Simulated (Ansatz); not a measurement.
# B2Au: the cost of one run

Method: DFT PBEsol+D4, plane waves, PAW, scalar-relativistic, no spin polarisation, in Ansatz 0.2.0.

## 1. Starting point

The cell holds 6 atoms (Au2B4): a = 3.806 Å, b = 3.870 Å, c = 4.712 Å, α = 83.60°, β = 88.57°, γ = 82.98°.

As a file:

```
B Au
1.0
     3.80500    0.05483    0.08513
     0.42923    3.81409   -0.49871
    -0.00099    1.13149    4.57461
B Au
4 2
Cartesian
  0.5643 1.6503 0.0091
  2.6313 2.1159 3.7679
  2.7589 0.9597 1.8552
  0.5600 4.6909 4.0235
  2.4375 2.8479 0.5411
  0.7812 2.0213 2.4173
```

## 2. The run

Contents of input.yaml:

```yaml
crystal:
  lattice:
    - [3.805001, 0.054826, 0.085132]
    - [0.429226, 3.814088, -0.498709]
    - [-0.000987, 1.131491, 4.574608]
  atoms:
    - { symbol: B, position: [0.101199, 0.417684, 0.04565] }
    - { symbol: B, position: [0.658464, 0.295043, 0.84357] }
    - { symbol: B, position: [0.711514, 0.121089, 0.405499] }
    - { symbol: B, position: [0.04158, 0.938248, 0.981039] }
    - { symbol: Au, position: [0.563429, 0.684466, 0.182414] }
    - { symbol: Au, position: [0.16483, 0.360098, 0.564607] }
kpoints:
  mp_grid: { grid: [4, 4, 3] }
magnetization:
  spin_polarized: false
scf:
  occupations: { method: cold, width: 0.15 }
hamiltonian:
  pseudopotentials: { kind: paw }
  xc: pbesol
  dispersion: d4
basis:
  ecutwfc: 420
md:
  timestep: 1.0
  n_steps: 30
  ensemble: nvt_langevin
  temperature: 2000.0
  initial_velocities: maxwell_boltzmann
  seed: 752253
```

Command:

```console
> ansatz run input.yaml --threads 2 --pin off --max-ram 2560MiB --backend cpu --events-out ev --progress --plain --runs-dir out
```

**Question.** How long does this run take on 2 threads of Arm Neoverse N1, shared host, and how much memory does it need?

About 2 min, with a peak of 0.42 GiB.
